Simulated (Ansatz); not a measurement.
# Pt: the cost of one run

Computed with the Python package of Ansatz 0.2.0. Level of theory: DFT PBEsol, plane waves, PAW.

This is Pt in the hcp structure; at room conditions it is fcc.

### Step 1. The system

The structure is hexagonal, space group P6_3/mmc (No. 194). Conventional cell: a = 2.761 Å, b = 2.761 Å, c = 4.792 Å, α = 90.00°, β = 90.00°, γ = 120.00°. Pt (site symmetry -6m2) is surrounded by 12 Pt at 2.76 to 2.88 Å.

No structure file is read: the coordinates are typed or built in the script.

### Step 2. The code

Contents of smear_pt.py:

```python
import ansatz as az
from ase import Atoms
import matplotlib.pyplot as plt


def main() -> None:
    atoms = Atoms(
        ['Pt', 'Pt'],
        scaled_positions=[
            (2 / 3, 1 / 3, 0.75),
            (1 / 3, 2 / 3, 0.25),
        ],
        cell=[
            (2.760666, 0.0, 0.0),
            (-1.380333, 2.390807, 0.0),
            (0.0, 0.0, 4.792134),
        ],
        pbc=True,
    )
    xtal = az.Crystal.from_ase(atoms)

    base = xtal.calculation().functional('pbesol').kpoints(12, 12, 6).stress()

    rows = []
    for value in [0.5, 0.3, 0.2, 0.1]:
        rep = base.occupations('methfessel_paxton', width=value).run().report
        rows.append((value, rep['free_energy_ev'] / len(rep['lattice']['sites']), rep['n_iterations'], sum(rep['stress_gpa'][i][i] for i in range(3)) / 3, rep['n_kpoints']))

    print('  width (eV)   F/atom (eV)    iterations       P (GPa)      k-points')
    for row in rows:
        print(f'{str(row[0]):>12s}  {row[1]:12.5f}  {row[2]:12d}  {row[3]:12.3f}  {row[4]:12d}')

    for row in rows[:-1]:
        shift = 1000 * (row[1] - rows[-1][1])
        print(f'{row[0]}: {shift:+.2f} meV/atom' + ('  (within 2 meV)' if abs(shift) < 2 else ''))
    plt.figure(figsize=(4.5, 3))
    plt.plot([str(row[0]) for row in rows], [1000 * (row[1] - rows[-1][1]) for row in rows], 'o-')
    plt.xlabel('width (eV)')
    plt.ylabel('F - F(last) (meV/atom)')
    plt.tight_layout()
    plt.savefig('smear.png', dpi=100)


if __name__ == '__main__':
    main()
```

### Step 3. The input behind the calls

The package turns the script's settings into the engine's input (first run):

```yaml
crystal:
  lattice:
    - [2.760666, 0.0, 0.0]
    - [-1.380333, 2.390807, 0.0]
    - [0.0, 0.0, 4.792134]
  atoms:
    - { symbol: Pt, position: [0.6666666666666666, 0.3333333333333333, 0.75] }
    - { symbol: Pt, position: [0.3333333333333333, 0.6666666666666666, 0.25] }
kpoints:
  mp_grid:
    grid: [12, 12, 6]
hamiltonian:
  xc: pbesol
scf:
  occupations:
    method: methfessel_paxton
    width: 0.5
output:
  stress: true
```

### Step 4. Running it

Launch:

```sh
> python smear_pt.py
```

**Question.** How long does this script take on 1 thread of Arm Neoverse V2, shared host, and how much memory does it need?

About 8.7 s, with a peak of 0.42 GiB.
